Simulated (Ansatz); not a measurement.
This script for energies of removing a hydrogen of CH4Cl2Si, SMILES ClC[SiH2]Cl with the Ansatz DFT code, driven from Python holds a mistake.

`ch4cl2si_bde.py`:
```python
# -*- coding: utf-8 -*-
import ansatz as az

BASIS_SET = "def2-SVPD"
FUNCTIONAL = "hf"


def total_energy(molecule, charge=0, unpaired=0):
    calc = molecule.calculation().basis(gaussian=BASIS_SET).functional(FUNCTIONAL)
    if charge:
        calc = calc.charge(charge)
    if unpaired:
        calc = calc.spin("collinear", total=unpaired)
    report = calc.run().report
    if report["published_state_doubts"]:
        print("  doubts:", report["published_state_doubts"])
    return report["free_energy_ev"]

GEOMETRY = """
Cl   -1.60050    1.54210   -0.16130
C     0.00570    0.93720   -0.20320
Si   -0.04810   -0.85650    0.16100
Cl    1.97840   -1.57480    0.13300
H     0.59420    1.49790    0.51290
H     0.42140    1.16160   -1.19540
H    -0.51820   -1.14290    1.53840
H    -0.74070   -1.62160   -0.84110
"""

def without(molecule, index):
    rest = az.Crystal.molecule()
    for i, site in enumerate(molecule.cartesian_sites):
        if i != index:
            rest = rest.atom(site.symbol, site.position_ang)
    return rest

ch4cl2si = az.Crystal.molecule()
for line in GEOMETRY.strip().splitlines():
    symbol, *xyz = line.split()
    ch4cl2si = ch4cl2si.atom(symbol, [float(v) for v in xyz])

whole = total_energy(ch4cl2si, 0)
hydrogen = total_energy(az.Crystal.molecule().atom("D", (0, 0, 0)), 0, 1)
print(f"E(molecule) = {whole:.5f} eV, E(H) = {hydrogen:.5f} eV")
for index in [5, 7]:
    radical = total_energy(without(ch4cl2si, index), 0, 1)
    print(f"H{index}: homolysis {23.060548 * (radical + hydrogen - whole):.1f} kcal/mol")
```

`python ch4cl2si_bde.py` gives:
```text
Traceback (most recent call last):
  File "ch4cl2si_bde.py", line 43, in <module>
    hydrogen = total_energy(az.Crystal.molecule().atom("D", (0, 0, 0)), 0, 1)
                            ~~~~~~~~~~~~~~~~~~~~~~~~~~^^^^^^^^^^^^^^^^
  ...
ansatz.errors.InputError: .atom('D', …): `D` is not an element symbol (H … Og, case-exact)
```
(Library frames cut from the traceback.)

Find the fault and give the corrected script.

The fault: the element symbol isn't valid. The change:

```diff
--- before
+++ after
@@ -42,3 +42,3 @@
 whole = total_energy(ch4cl2si, 0)
-hydrogen = total_energy(az.Crystal.molecule().atom("D", (0, 0, 0)), 0, 1)
+hydrogen = total_energy(az.Crystal.molecule().atom("H", (0, 0, 0)), 0, 1)
 print(f"E(molecule) = {whole:.5f} eV, E(H) = {hydrogen:.5f} eV")
```

After the fix:

```console
$ python ch4cl2si_bde.py
E(molecule) = -33953.89439 eV, E(H) = -13.58606 eV
H5: homolysis 84.6 kcal/mol
H7: homolysis 77.2 kcal/mol
```

Reading the output:
- Total energies depend on the basis set; only differences at equal settings carry meaning.
- The geometry is a force-field or estimated start, not a minimum of this method, and the basis set is short of its limit. All parts are taken at fixed geometry, without zero-point energy.
- Hartree-Fock leaves correlation out, so bond, atomisation and ionisation energies come out well too low.
- Wall time of the script: 15 s on 1 thread of Arm Neoverse N1 (shared host), peak memory 0.38 GiB.
